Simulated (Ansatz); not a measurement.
# AlCu2: the cost of one run

Computed with Ansatz 0.2.0 (DFT PBE, scalar-relativistic, plane waves, PAW, unless a step's input says otherwise).

2 further runs of the same task are left out: 1 that didn't finish, 1 set aside as unsound or not needed.

## 1. The starting structure

Symmetry: P6/mmm, No. 191, hexagonal system. The conventional cell has a = 4.169 Å, b = 4.169 Å, c = 2.593 Å, α = 90.00°, β = 90.00°, γ = 120.00°. Al (site symmetry 6/mmm) is surrounded by 2 Al at 2.59 Å and 12 Cu at 2.73 Å. Cu (site symmetry -6m2) has 5 Cu at 2.41 to 2.59 Å and 6 Al at 2.73 Å as nearest neighbours.

Structure file:

```
CELL_PARAMETERS angstrom
4.16944 0.00000 0.00000
-2.08472 3.61084 0.00000
0.00000 0.00000 2.59260
ATOMIC_POSITIONS crystal
Al 0.00000 0.00000 0.00000
Cu 0.33333 0.66667 0.50000
Cu 0.66667 0.33333 0.50000
```

It is the end of an earlier relaxation with the same method, from a generated guess; it needn't be the stable form of this composition. At a tolerance of 0.05 Å it has space group P6/mmm (No. 191); it has 13.01 Å³/atom, an uncorrected energy of -0.13 eV/atom over the elements.

## 2. Electronic structure at the relaxed geometry

input.yaml

```yaml
crystal:
  lattice:
    - [4.1694350907, -2.89e-08, 0.0]
    - [-2.0847175204, 3.6108367224, 0.0]
    - [0.0, 0.0, 2.5925999]
  atoms:
    - { symbol: Al, position: [0.0, 0.0, 0.0] }
    - { symbol: Cu, position: [0.3333333333, 0.6666666667, 0.5] }
    - { symbol: Cu, position: [0.6666666667, 0.3333333333, 0.5] }
basis:
  ecutwfc: 420
kpoints:
  mp_grid: { grid: [12, 12, 18] }
  band_path:
    path:
      - [[0.0, 0.0, 0.0], [0.5, 0.0, 0.0], [0.33333333, 0.33333333, 0.0], [0.0, 0.0, 0.0], [0.0, 0.0, 0.5], [0.5, 0.0, 0.5], [0.33333333, 0.33333333, 0.5], [0.0, 0.0, 0.5]]
      - [[0.5, 0.0, 0.5], [0.5, 0.0, 0.0]]
      - [[0.33333333, 0.33333333, 0.5], [0.33333333, 0.33333333, 0.0]]
    npoints: 14
hamiltonian:
  xc: pbe
scf:
  occupations: { method: gaussian, width: 0.1 }
  n_extra_bands: 7
output:
  forces: true
  stress: true
  eigenvalues: true
  populations: true
  dos: { projected: true, de: 0.02, nscf_kmesh: { grid: [15, 15, 22] } }
  bader: true
```

Run with:

```sh
$ ansatz run input.yaml --threads 1 --pin off --max-ram 3072MiB --backend cpu --events-out ev --progress --plain --runs-dir out
```

What time and memory should one allow on 1 thread of Arm Neoverse V2, shared host?

About 38 s, with a peak of 0.47 GiB.
